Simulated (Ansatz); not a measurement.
# Al4GeRu: the cost of one run

Program: Ansatz 0.2.0. Level of theory: DFT PBE, scalar-relativistic, plane waves, PAW. These are calculated values, not measurements.

1 further run of the same task is left out (it didn't finish).

## (1) The system as given

Symmetry: P6/mmm, No. 191, hexagonal system. The conventional cell has a = 4.781 Å, b = 4.781 Å, c = 5.096 Å, α = 90.00°, β = 90.00°, γ = 120.00°. Al (site symmetry 3m) is surrounded by 1 Al at 2.24 Å. Ge (site symmetry 6/mmm) has 2 Ru at 2.55 Å as nearest neighbours. Ru (site symmetry 6/mmm) is surrounded by 2 Ge at 2.55 Å.

Structure file:

```
CELL_PARAMETERS angstrom
4.78100 0.00000 0.00000
-2.39050 4.14046 0.00000
0.00000 0.00000 5.09577
ATOMIC_POSITIONS crystal
Al 0.33333 0.66667 0.27995
Al 0.33333 0.66667 0.72005
Al 0.66667 0.33333 0.72005
Al 0.66667 0.33333 0.27995
Ge 0.00000 0.00000 0.00000
Ru 0.00000 0.00000 0.50000
```

Recipe of the guess: random cell by space group and Wyckoff sites (P6/mmm, No. 191). The dimensions are guesses.

## (2) A first look at the guess

The input, input.yaml:

```yaml
crystal:
  lattice:
    - [4.78099715, 0.0, 0.0]
    - [-2.39049858, 4.14046499, 0.0]
    - [0.0, 0.0, 5.09577019]
  atoms:
    - { symbol: Al, position: [0.33333333, 0.66666667, 0.2799467] }
    - { symbol: Al, position: [0.33333333, 0.66666667, 0.7200533] }
    - { symbol: Al, position: [0.66666667, 0.33333333, 0.7200533] }
    - { symbol: Al, position: [0.66666667, 0.33333333, 0.2799467] }
    - { symbol: Ge, position: [0.0, 0.0, 0.0] }
    - { symbol: Ru, position: [0.0, 0.0, 0.5] }
basis:
  ecutwfc: 420
kpoints:
  mp_grid: { grid: [6, 6, 4] }
hamiltonian:
  xc: pbe
scf:
  occupations: { method: gaussian, width: 0.1 }
  lower_state_search: "off"
output:
  forces: true
  stress: true
  eigenvalues: true
```

Command:

```bash
> ansatz run input.yaml --threads 1 --pin off --max-ram 2560MiB --backend cpu --events-out ev --progress --plain --runs-dir out
```

**Question.** How long does this run take on 1 thread of AMD EPYC 9R45 (Zen 5), shared host, and how much memory does it need?

About 1.1 s, with a peak of 0.43 GiB.
